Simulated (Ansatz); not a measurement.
# BClH3NP: rigid torsion scan, by script

Aim: a rigid torsion scan, for BClH3NP, run from a script.

All numbers are computed with the Python package of Ansatz 0.2.0. The levels of theory stand in the script.

## 1. Starting point

Bond lengths: N1–B2 1.522 Å, B2–P3 1.884 Å, B2–Cl4 1.846 Å, N1–H5 1.045 Å, N1–H6 1.045 Å, P3–H7 1.408 Å. Angles: N1–B2–P3 119.9°, N1–B2–Cl4 120.5°, P3–B2–Cl4 119.6°, B2–N1–H5 107.8°, B2–N1–H6 107.0°, H5–N1–H6 106.9°, B2–P3–H7 109.3°.

No structure file is read: the coordinates are typed or built in the script.

## 2. The code

File bclh3np.py:

```python
import ansatz as az
from ase import Atoms

BASIS_SET = "def2-SVP"
FUNCTIONAL = "pbe0"
FORCE_TOL = 0.02
METHOD = "mp2"

atoms = Atoms(["N", "B", "P", "Cl", "H", "H", "H"], positions=[
    (-0.9506, -0.6381, -0.2079),
    (0.0743, 0.4676, 0.0034),
    (1.7915, 0.0436, 0.6522),
    (-0.3419, 2.2205, -0.3984),
    (-1.8338, -0.1944, -0.5457),
    (-1.1565, -1.0466, 0.7312),
    (2.417, -0.8527, -0.2348),
])

first = (
    az.Crystal.molecule_from_ase(atoms).calculation()
    .basis(gaussian=BASIS_SET)
    .spin("collinear", total=1)
    .functional(FUNCTIONAL)
    .relax(force_tolerance=FORCE_TOL, max_steps=80)
)
atoms.positions = first.run(threads=1, backend="cpu").report["positions_ang"]

start = atoms.get_dihedral(2, 1, 0, 4)
energies = {}
for turn in range(0, 360, 40):
    turned = atoms.copy()
    turned.set_dihedral(2, 1, 0, 4, start + turn, indices=[0, 4, 5])
    calc = az.Crystal.molecule_from_ase(turned).calculation()
    calc = calc.basis(gaussian=BASIS_SET).correlation(METHOD)
    calc = calc.spin("collinear", total=1)
    energies[round((start + turn) % 360)] = calc.run(threads=1, backend="cpu").report["free_energy_ev"]
floor = min(energies.values())
print("dihedral P2-B1-N0-H4 (deg)   E - E(min) (kJ/mol)")
for angle, e in sorted(energies.items()):
    print(f"{angle:8d} {96.485332 * (e - floor):14.3f}  " + "#" * int(30 * (e - floor) / max(max(energies.values()) - floor, 1e-9)))
```

## 3. Launch

On the command line:

```console
python bclh3np.py
```

**Question.** What results will this script give? Wanted: range of energy; lowest point, turn.

**Answer**, as computed:

```
              quantity     value
         runs compared         9
       range of energy  1.231 eV
lowest point, turn (°)         0
```

In words: The lowest point lies at a turn of 0°, the highest 1.231 eV (118.7 kJ/mol) above it at 80°. The grid can miss the true lowest and highest points, and the rest of the molecule is held rigid. Run 0: The relaxation took 10 moves; the largest shift is 0.950 Å, of atom 7 (H). So large a move can change the bonding: the results belong to the relaxed structure. What to keep in mind:
- The scan is rigid and the energies are electronic, in a modest basis. With rigid groups the curve can differ much from the relaxed path, the start wasn't checked as a minimum of this torsion, and equivalent turns needn't return to the same energy.
- The species is open-shell (spin multiplicity 2).
- The start is relaxed with a density functional and scanned with the wavefunction method, so it isn't exactly that method's minimum.
